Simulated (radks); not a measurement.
# Ni²⁺ in [Ne] 3s2 3p5.5 3d8.5: an all-electron calculation

Aim: the levels, the sizes of the orbitals and the parts of the energy of the nickel ion Ni2+.

Program: radks (a radial shooting solver on a logarithmic mesh, Libxc functionals) version 1. Level of theory: scalar-relativistic Kohn-Sham, MS2 meta-GGA, spin-polarised, spherical densities, finite nucleus; open shells are filled with parallel spins first. These are calculated values, not measurements, unless marked.

## 1. What is computed

* element: nickel (Z = 28)
* charge: +2
* electrons: 26
* configuration: [Ne] 3s2 3p5.5 3d8.5
* nuclear rms radius: 3.7757 fm

## 2. Self-consistent calculation

Settings of this run:

```text
Z 28
configuration [Ne] 3s2 3p5.5 3d8.5
relativity scalar-relativistic
functional ms2,regtpss
spin polarised
nucleus finite rms 3.7757 fm
c 137.035999084
```

Launch:

```sh
$ python run_ks.py task.json out
```

The same process makes all the runs of this session.

Q: Predict the outcome of this run.

The runs gave:

```
                        quantity                      value
                    total energy        -1518.49216 hartree
exchange-correlation share of it                     4.14 %
                            −T/E                     1.0139
          highest occupied level        3d down, -27.339 eV
    most extended occupied level  3d down, <r> = 0.981 bohr
 radius at density 0.001 e/bohr³                  2.97 bohr
    maxima of the radial density                          3
```

The radial density shows 3 maxima for 3 occupied principal shells. −T/E is 1.014: with relativity the kinetic term as defined here no longer equals −E. This is not the tabulated ground configuration, so its levels and sizes aren't those of the ground state, and no measured value stands beside it.
